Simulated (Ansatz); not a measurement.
# TePb (rocksalt type): the cost of one run

Program: Ansatz 0.2.0. Level of theory: DFT r²SCAN, with the methods named in each step. These are calculated values, not measurements.

### Step 1. The starting structure

Symmetry: Fm-3m, No. 225, cubic system. The conventional cell has a = 6.171 Å, b = 6.171 Å, c = 6.171 Å, α = 90.00°, β = 90.00°, γ = 90.00°. Pb (site symmetry m-3m) has 6 Te at 3.09 Å as nearest neighbours. Around Te (site symmetry m-3m) lie 6 Pb at 3.09 Å.

Structure file:

```cif
data_structure
_symmetry_space_group_name_H-M 'Fm-3m'
_symmetry_Int_Tables_number 225
_cell_length_a 6.1708
_cell_length_b 6.1708
_cell_length_c 6.1708
_cell_angle_alpha 90.000
_cell_angle_beta 90.000
_cell_angle_gamma 90.000
_cell_volume 234.97
loop_
_atom_site_label
_atom_site_type_symbol
_atom_site_symmetry_multiplicity
_atom_site_Wyckoff_symbol
_atom_site_fract_x
_atom_site_fract_y
_atom_site_fract_z
_atom_site_occupancy
Pb1 Pb 4 a 0.00000 0.00000 0.00000 1
Te1 Te 4 b 0.50000 0.00000 0.00000 1
```

The file gives the conventional cell by its symmetry; the runs use the cell typed in the input.

Whether this phase is the stable one at these pressures isn't tested.

Atoms are numbered in the order of the input: Pb1, Te2.

### Step 2. Cell relaxed at zero pressure, PAW

The input, input.yaml:

```yaml
crystal:
  lattice:
    - [0.0, 3.085379018, 3.085379018]
    - [3.085379018, 0.0, 3.085379018]
    - [3.085379018, 3.085379018, 0.0]
  atoms:
    - { symbol: Pb, position: [0.0, 0.0, 0.0] }
    - { symbol: Te, position: [0.5, 0.5, 0.5] }
kpoints:
  mp_grid: { grid: [12, 12, 12] }
scf:
  occupations: { method: fermi_dirac, width: 0.08 }
hamiltonian:
  xc: r2scan
  pseudopotentials: { kind: paw }
output:
  forces: true
  stress: true
relax:
  f_tol: 0.005
  max_steps: 40
  cell: {}
```

On the command line:

```console
$ ansatz run input.yaml --threads 1 --pin off --max-ram 2048MiB --backend cpu --events-out ev --progress --plain --runs-dir out
```

Q: Estimate wall time and peak memory on 1 thread of Arm Neoverse V1, shared host.

About 60 s, with a peak of 0.62 GiB.
